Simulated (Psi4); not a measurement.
**SiCl2OF (SMILES [O][Si](F)(Cl)Cl): UDSD-PBEP86/cc-pVDZ (density fitting for correlation)**

Aim: the energy change on altering one bond length of SiCl2OF at UDSD-PBEP86/cc-pVDZ (density fitting for correlation), from 2 runs. 

The calculation is run with Psi4 1.11.

9 further runs of the same task are left out: 7 that didn't finish, 2 set aside as unsound or not needed.

### Step 1. The structure to begin with

The species is SiCl2OF (5 atoms), meant as a doublet with charge 0. As SMILES, `[O][Si](F)(Cl)Cl`. The coordinates come from a PBE0-D4/def2-TZVP relaxation.

Bond lengths: O1–Si2 1.643 Å, Si2–F3 1.574 Å, Si2–Cl4 2.012 Å, Si2–Cl5 2.011 Å. Angles: O1–Si2–F3 113.3°, O1–Si2–Cl4 105.6°, O1–Si2–Cl5 107.2°, F3–Si2–Cl4 108.3°, F3–Si2–Cl5 107.9°, Cl4–Si2–Cl5 114.8°.

### Step 2. A single-point energy at UDSD-PBEP86/cc-pVDZ (density fitting for correlation)

job.py reads:

```python
import psi4

psi4.set_memory('2200 MB')
psi4.set_num_threads(1)
psi4.set_output_file('run.log', False)

geom = psi4.geometry("""
0 2
O      1.205200    -1.120900     0.351000
Si     0.002000    -0.037300     0.071900
F     -0.944500     0.175500     1.311100
Cl    -1.088600    -0.815800    -1.428500
Cl     0.875700     1.725000    -0.347000
symmetry c1
no_reorient
no_com
""")

psi4.set_options({
    'reference': 'uks',
    'puream': True,
    'e_convergence': 1e-09,
    'd_convergence': 1e-08,
    'scf_type': 'pk',
    'dft_radial_points': 99,
    'dft_spherical_points': 590,
    'num_frozen_docc': 17,
    'maxiter': 100,
})

e_tot = psi4.energy("dsd-pbep86/cc-pVDZ", molecule=geom)
print(f'total energy {e_tot:.8f} hartree = {e_tot * 27.211386:.5f} eV')
```

Started as:

```console
$ python job.py
```

run.log:

```text
[...]
  Running in c1 symmetry.
[...]
  Nuclear repulsion =  367.622626733640175
[...]
  Multiplicity = 2
[...]
  Nalpha       = 33
  Nbeta        = 32
[...]
    Number of basis functions: 82
[...]
   @UKS iter   1: -1383.10966690818054   -2.15102e-01   8.53715e-03 ADIIS/DIIS
[...]
   @UKS iter  23: -1383.46999372178857   -5.68434e-12   6.76528e-09 DIIS
[...]
   @S^2 Observed:                7.540993943E-01
[...]
    Orbital Energies [Eh]
    ---------------------
    Alpha Occupied:
       1A   -103.714891     2A   -103.714851     3A    -68.023063
       4A    -25.774968     5A    -20.171886     6A    -10.218023
       7A    -10.217968     8A     -7.782701     9A     -7.782688
      10A     -7.778660    11A     -7.778638    12A     -7.778218
      13A     -7.778158    14A     -5.997730    15A     -4.189339
      16A     -4.188885    17A     -4.188532    18A     -1.505657
      19A     -1.296178    20A     -1.067066    21A     -1.045238
      22A     -0.729469    23A     -0.650755    24A     -0.640817
      25A     -0.633589    26A     -0.619065    27A     -0.558699
      28A     -0.532509    29A     -0.522920    30A     -0.482421
      31A     -0.465928    32A     -0.459127    33A     -0.450146
[...]
  @UKS Final Energy: -1383.46999372178857
   => Energetics <=
    Nuclear Repulsion Energy =            367.6226267336401747
    One-Electron Energy =               -2646.1166776833542826
    Two-Electron Energy =                 922.4203713418680763
    DFT Exchange-Correlation Energy =     -27.3963141139425375
    Empirical Dispersion Energy =           0.0000000000000000
    VV10 Nonlocal Energy =                  0.0000000000000000
    Total Energy =                      -1383.4699937217885690
[...]
 Multipole Moments:
 ------------------------------------------------------------------------------------
     Multipole            Electronic (a.u.)      Nuclear  (a.u.)        Total (a.u.)
 ------------------------------------------------------------------------------------
 L = 1.  Multiply by 2.5417464519 to convert [e a0] to [Debye]
 Dipole X            :          4.5955489           -4.6302070           -0.0346580
 Dipole Y            :        -14.1301799           14.2608182            0.1306383
 Dipole Z            :         27.3375318          -27.5314199           -0.1938881
 Magnitude           :                                                    0.2363475
[...]
```

The script printed:

```text
total energy -1383.82358192 hartree = -37655.75764 eV
```

Run time: 56 s. Hardware: 1 thread of AMD EPYC 7R43 (Zen 3), shared host; peak memory 0.93 GiB.

### Step 3. The distorted shape

cl2fosi.dat reads:

```
memory 2.2 GB

molecule {
  0 2
  O      4.75062597    -0.35280809     4.06571552
  Si     2.47690750     1.69489914     3.53829296
  F      0.68828172     2.09703286     5.88004157
  Cl    -2.05715586    -1.54163857    -2.69947377
  Cl     4.12796121     5.02516349     2.74668669
  units bohr
  symmetry c1
}

set basis cc-pVDZ
set reference uks
set puream true
set e_convergence 1e-09
set d_convergence 1e-08
set scf_type pk
set dft_radial_points 99
set dft_spherical_points 590
set num_frozen_docc 17
set maxiter 100

energy("dsd-pbep86")
```

Started as:

```console
$ psi4 cl2fosi.dat cl2fosi.out -n 1
```

cl2fosi.out:

```text
[...]
  Running in c1 symmetry.
[...]
  Nuclear repulsion =  293.170697947335157
[...]
  Multiplicity = 2
[...]
  Nalpha       = 33
  Nbeta        = 32
[...]
    Number of basis functions: 82
[...]
   @UKS iter   1: -1383.05296773214650   -7.61923e-01   8.78286e-03 DIIS/ADIIS
[...]
   @UKS iter  91: -1383.31419746107667   -9.91349e-11   7.30458e-09 DIIS
[...]
   @S^2 Observed:                7.542169389E-01
[...]
    Orbital Energies [Eh]
    ---------------------
    Alpha Occupied:
       1A   -103.754664     2A   -103.721856     3A    -68.008961
       4A    -25.788063     5A    -20.065999     6A    -10.251326
       7A    -10.224540     8A     -7.832872     9A     -7.807824
      10A     -7.807642    11A     -7.789297    12A     -7.784854
      13A     -7.784442    14A     -5.983665    15A     -4.174769
      16A     -4.174140    17A     -4.171509    18A     -1.514635
      19A     -1.140635    20A     -1.058704    21A     -1.055184
      22A     -0.725297    23A     -0.644576    24A     -0.639274
      25A     -0.585124    26A     -0.541480    27A     -0.489942
      28A     -0.479219    29A     -0.475085    30A     -0.473452
      31A     -0.465039    32A     -0.408019    33A     -0.396457
[...]
  @UKS Final Energy: -1383.31419746107667
   => Energetics <=
    Nuclear Repulsion Energy =            293.1706979473351566
    One-Electron Energy =               -2497.8660966298948551
    Two-Electron Energy =                 848.7283274863830229
    DFT Exchange-Correlation Energy =     -27.3471262648999591
    Empirical Dispersion Energy =           0.0000000000000000
    VV10 Nonlocal Energy =                  0.0000000000000000
    Total Energy =                      -1383.3141974610766738
[...]
 Multipole Moments:
 ------------------------------------------------------------------------------------
     Multipole            Electronic (a.u.)      Nuclear  (a.u.)        Total (a.u.)
 ------------------------------------------------------------------------------------
 L = 1.  Multiply by 2.5417464519 to convert [e a0] to [Debye]
 Dipole X            :         -2.3860887            1.2184909           -1.1675978
 Dipole Y            :          1.1244005           -0.4902301            0.6341704
 Dipole Z            :         -1.0071886            0.1274592           -0.8797293
 Magnitude           :                                                    1.5935433
[...]
```

Run time: 1.8 min. Hardware: 1 thread of AMD EPYC 7R43 (Zen 3), shared host; peak memory 0.84 GiB.

### Step 4. What came out

Level: UDSD-PBEP86/cc-pVDZ (density fitting for correlation), 17 core orbitals frozen.

```
                                                                 quantity           value
                                                first shape: total energy  -1383.82358 Eh
    first shape: HOMO energy (SCF part's orbitals) (highest over α and β)       -12.25 eV
     first shape: LUMO energy (SCF part's orbitals) (lowest over α and β)        -1.80 eV
                                                        first shape: ⟨S²⟩           0.754
                                            distorted shape: total energy  -1383.69897 Eh
distorted shape: HOMO energy (SCF part's orbitals) (highest over α and β)       -10.79 eV
 distorted shape: LUMO energy (SCF part's orbitals) (lowest over α and β)        -3.56 eV
                                                    distorted shape: ⟨S²⟩           0.754
      energy change with the Si2–Cl4 bond stretched from 2.012 to 4.426 Å        3.391 eV
```

**Reading.** With the Si2–Cl4 bond stretched from 2.012 to 4.426 Å the energy rises by 3.39 eV (78 kcal/mol). The first shape isn't relaxed at this level, so the change isn't measured from a minimum.
